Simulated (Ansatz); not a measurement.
**SiF under changes of volume**

One of the cells (12.341 Å³/atom); the others are scaled copies at fixed shape and fractional positions:

```
CELL_PARAMETERS angstrom
1.34747 0.77796 3.92413
-1.34747 0.77796 3.92413
0.00000 -1.55592 3.92413
ATOMIC_POSITIONS crystal
Si 0.50000 0.50000 0.50000
F 0.00000 0.00000 0.00000
```

The cell was built by a generator and needn't be a form met in nature.

| Item | Value |
| --- | --- |
| Program | Ansatz 0.2.0 |
| Functional | r2SCAN0 |
| Potentials or basis | Ansatz PAW |
| Cutoff | 500 eV (not typed: the program's choice for these potentials) |
| k mesh | 6 × 6 × 6 |
| Occupations | fermi-dirac, width 0.05 eV |
| Spin | no spin polarisation |

```csv
volume (Å³/atom),energy over the lowest point (meV/atom),pressure (GPa)
11.373,?,?
11.615,0.00,-0.8
12.341,12.88,-5.6
12.583,22.38,-7.0
12.825,34.05,-8.4
```

Q: What does the run at 11.373 Å³/atom give?

A: Energy over the lowest point 0.45 meV/atom; pressure 1.5 GPa.

Worked out: A Birch-Murnaghan fit of order 2 (a polynomial in V^(-2/3)) to the other rows has its minimum at 11.63 Å³/atom with B0 = V·E''(V) = 104 GPa at fixed shape and positions, which overstates the stiffness. It gives 1.88 meV/atom at 11.373 Å³/atom, against the run's 0.45, and -dE/dV = 2.4 GPa, against 1.5.

Energies are extrapolated to zero smearing.

Caveats: all runs use coarse meshes; an odd number of electrons without spin polarisation forces a metal; a magnetic or distorted state may lie lower; the PAW data sets come from PBE, with cores solved anew for the run's functional, which leaves a small shift of forces and pressure; the thresholds are loose for stress.
